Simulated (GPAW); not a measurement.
Input of a GPAW 26.7.0 run:

Contents of run.py:

```python
from ase import Atoms
from ase.eos import EquationOfState
from ase.io import Trajectory
from ase.units import GPa
from gpaw import GPAW, PW

atoms = Atoms(['Ti', 'Mg', 'Mg', 'Mg', 'O', 'O', 'O', 'O'],
              cell=[[4.31365886, 0.0, 0.0],
                    [0.0, 4.31365886, 0.0],
                    [0.0, 0.0, 4.31365886]],
              scaled_positions=[[0.0, 0.0, 0.0],
                                [0.5, 0.5, 0.0],
                                [0.5, 0.0, 0.5],
                                [0.0, 0.5, 0.5],
                                [0.0, 0.5, 0.0],
                                [0.0, 0.0, 0.5],
                                [0.5, 0.5, 0.5],
                                [0.5, 0.0, 0.0]],
              pbc=True)

traj = Trajectory('eos.traj', 'w')
volumes, energies = [], []
for x in [0.94, 0.96, 0.98, 1.0, 1.02, 1.04, 1.06]:
    a = atoms.copy()
    a.set_cell(atoms.cell * x**(1 / 3), scale_atoms=True)
    calc = GPAW(mode=PW(800),
                xc='PBE',
                kpts={'size': (5, 5, 5), 'gamma': True},
                occupations={'name': 'fermi-dirac', 'width': 0.05},
                nbands=55,
                convergence={'density': 1e-05, 'energy': 1e-05},
                maxiter=150,
                txt=f'eos-{x:.2f}.txt')
    a.calc = calc
    energies.append(a.get_potential_energy(force_consistent=True))
    volumes.append(a.get_volume())
    p = -a.get_stress()[:3].mean() / GPa
    calc.write(f'eos-{x:.2f}.gpw')
    traj.write(a)
    print(f'{x:.2f} {volumes[-1]:10.4f} A^3 {energies[-1]:14.6f} eV {p:9.3f} GPa', flush=True)

v0, e0, B = EquationOfState(volumes, energies, eos='birchmurnaghan').fit()
print(f'V0 = {v0:.4f} A^3, E0 = {e0:.6f} eV, B0 = {B / GPa:.2f} GPa')
```

Potentials or basis: GPAW PAW data sets (gpaw-data 1.2.1), pw.

The run is started by

```console
$ OMP_NUM_THREADS=1 python run.py
```

Question: Estimate the pressure derivative of the bulk modulus.

Answer: 4.4 (rough: it moves with the points fitted).

Question: Estimate the bulk modulus.

Answer: 148 GPa.

Question: Estimate the equilibrium volume.

Answer: 9.84 Å³/atom.

Energy against volume, from the lowest point:
```tsv
volume (Å³/atom)	energy (meV/atom)
9.431	8.62
9.632	2.09
9.833	0.00
10.033	1.64
10.234	6.62
10.435	14.66
10.635	25.57
```
